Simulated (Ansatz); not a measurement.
# CH₇GeN₂, SMILES C[N][GeH2][NH2]: a single point from an input written key by key

Computed with Ansatz 0.2.0 through its Python package.

Typed at the interpreter:
```pycon
>>> import ansatz as az
>>> import numpy as np
>>> DECK = """
... crystal:
...   periodic: [false, false, false]
...   atoms:
...     - { symbol: C, position_ang: [1.5974, -0.5895, 0.4328] }
...     - { symbol: "N", position_ang: [1.1367, 0.7922, 0.3953] }
...     - { symbol: Ge, position_ang: [-0.7313, 0.8105, 0.2737] }
...     - { symbol: "N", position_ang: [-1.2616, 0.1928, -1.4039] }
...     - { symbol: H, position_ang: [1.3231, -1.116, -0.5061] }
...     - { symbol: H, position_ang: [2.7026, -0.598, 0.5265] }
...     - { symbol: H, position_ang: [1.1682, -1.1193, 1.3102] }
...     - { symbol: H, position_ang: [-1.3398, -0.0927, 1.377] }
...     - { symbol: H, position_ang: [-1.2399, 2.2619, 0.4658] }
...     - { symbol: H, position_ang: [-1.0545, -0.8305, -1.4282] }
...     - { symbol: H, position_ang: [-2.3008, 0.2885, -1.4432] }
... magnetization:
...   spin_polarized: true
...   initial_magnetization: 1
... basis:
...   gaussian: { orbitals: def2-SVP }
... hamiltonian:
...   xc: pbe
... output:
...   forces: true
... """
>>> session = az.Session.from_yaml(DECK)
>>> rep = session.plan(threads=1).execute().report

>>> print("reference energy %16.6f eV" % rep["reference_energy_ev"])
reference energy    -60623.410931 eV
>>> print("total energy     %16.6f eV" % rep["free_energy_ev"])
total energy        -60623.410931 eV
>>> print("occupied orbitals outside the frozen core (up, down):", rep["n_occupied"], " frozen:", rep["n_frozen"], " virtual:", rep["n_virtual"])
occupied orbitals outside the frozen core (up, down): [30, 29]  frozen: 0  virtual: [79, 80]
>>> symbols = ["C", "N", "Ge", "N", "H", "H", "H", "H", "H", "H", "H"]
>>> forces = np.array(rep["forces_ev_ang"])
>>> print("largest force", round(float(np.linalg.norm(forces, axis=1).max()), 4), "eV/A, rms", round(float(np.sqrt((forces ** 2).mean())), 4))
largest force 1.2578 eV/A, rms 0.3419
>>> charges = rep["charge_distribution"]
>>> dipole = np.array(charges["dipole_moment_e_ang"]) * 4.803205
>>> print("dipole (D): {:.3f} {:.3f} {:.3f}, length {:.3f}".format(*dipole, np.linalg.norm(dipole)))
dipole (D): -1.238 -2.353 0.263, length 2.672
>>> print("atom  Mulliken   Lowdin")
atom  Mulliken   Lowdin
>>> for symbol, m, l in zip(symbols, charges["mulliken_charges_e"], charges["lowdin_charges_e"]):
...     print(f"{symbol:4s} {m:9.3f} {l:8.3f}")
...
C        0.041   -0.001
N       -0.336    0.057
Ge       0.400   -0.033
N       -0.333    0.037
H        0.048    0.015
H        0.045   -0.013
H        0.054    0.017
H       -0.100   -0.069
H       -0.056   -0.049
H        0.117    0.015
H        0.122    0.024
```

Reading the output:
- Total energies depend on the basis set; only differences at equal settings carry meaning.
- The geometry is a force-field or estimated start, not a minimum of this method, and the basis set is short of its limit.
- The species is open-shell (spin multiplicity 2).
- The Löwdin charges here are taken after orthogonalising the functions within each atom; they differ from plain Löwdin charges, and their signs can be unphysical.
- Timing: 8.1 s on 1 thread of Arm Neoverse V1, with other jobs on the host, peak memory 0.23 GiB.

(Lines on the test bed's own set-up are left out of the output.)
